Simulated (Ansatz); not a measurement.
This script drives the Ansatz DFT code, driven from Python.

`opt.py`:
```python
"""Relax the F2H5NSi2 molecule."""

import itertools
import warnings

import ansatz as az
from ase.data import atomic_numbers, covalent_radii
import numpy as np

GEOMETRY = """
F    -1.24140   -0.10410    1.81170
Si   -0.75460    0.93870    0.68260
F     0.49480    1.73880    1.10410
N    -0.46290    0.14690   -0.76200
Si    0.67470   -1.11280   -0.47510
H    -1.84270    1.94320    0.41800
H    -0.00310    0.83860   -1.40470
H     0.98200   -1.66700   -1.78320
H     0.09260   -2.15350    0.39350
H     1.88570   -0.50830    0.07830
"""


def main() -> None:
    warnings.simplefilter("ignore", az.DeckWarning)

    molecule = az.Crystal.molecule()
    for line in GEOMETRY.strip().splitlines():
        symbol, *xyz = line.split()
        molecule = molecule.atom(symbol, [float(v) for v in xyz])

    job = (
        molecule.calculation()
        .basis(gaussian="6-31G*")
        .functional("pbe")
    )
    symbols = [site.symbol for site in molecule.cartesian_sites]
    start = np.array([site.position_ang for site in molecule.cartesian_sites], dtype=float)
    rep = job.relax(force_tolerance=0.01).run(threads=1).report
    end = np.array(rep["positions_ang"])

    print(f"E = {rep['free_energy_ev']:.6f} eV = {rep['free_energy_ev'] / 27.211386246:.7f} Ha")
    print("converged:", rep["converged"], " doubts:", rep["published_state_doubts"] or "none")

    # pairs closer than 1.2 times the sum of covalent radii, before or after
    radius = [covalent_radii[atomic_numbers[s]] for s in symbols]
    span = lambda where, i, j: np.linalg.norm(where[i] - where[j])
    bonded = [(i, j) for i, j in itertools.combinations(range(len(symbols)), 2) if min(span(start, i, j), span(end, i, j)) < 1.2 * (radius[i] + radius[j])]
    print("pair        before    after (A)")
    for i, j in bonded:
        print(f"{symbols[i]}{i}-{symbols[j]}{j}".ljust(10), f"{span(start, i, j):8.4f} {span(end, i, j):8.4f}")
    with open("f2h5nsi2_opt.xyz", "w") as handle:
        handle.write(f"{len(symbols)}\nrelaxed F2H5NSi2\n")
        handle.writelines(f"{s:2s} {x:11.6f} {y:11.6f} {z:11.6f}\n" for s, (x, y, z) in zip(symbols, end))


if __name__ == "__main__":
    main()
```

It is started by `python opt.py`. Estimate its wall time and peak memory on 1 thread of Arm Neoverse V1, with other jobs on the host.

It took about 53 s, with a peak of 0.2 GiB, for 1 run of the engine.

```console
$ python opt.py
E = -22748.369083 eV = -835.9871444 Ha
converged: True  doubts: none
pair        before    after (A)
F0-Si1       1.6122   1.6162
Si1-F2       1.5423   1.6164
Si1-N3       1.6730   1.7160
Si1-H5       1.5043   1.4881
N3-Si4       1.7214   1.7661
N3-H6        1.0502   1.0215
Si4-H7       1.4535   1.4997
Si4-H8       1.4753   1.4987
Si4-H9       1.4623   1.4984
```

It writes `f2h5nsi2_opt.xyz`:
```text
10
relaxed F2H5NSi2
F    -0.676104    0.137221    1.972820
Si   -0.757295    1.166447    0.729364
F     0.118874    2.464941    1.128288
N    -0.122707    0.298295   -0.607882
Si    0.715343   -1.254521   -0.532371
H    -2.151093    1.645945    0.524712
H    -0.191160    0.722493   -1.534608
H     1.170401   -1.549302   -1.930604
H    -0.185611   -2.357237   -0.065023
H     1.904453   -1.213781    0.378504
```

These settings explore the input space; basis and method may be short of convergence. The end point is the stationary point reached from this start; no frequency run checks that it is a minimum, and the basis set is modest.

(Lines on the test bed's own set-up are left out of the output.)
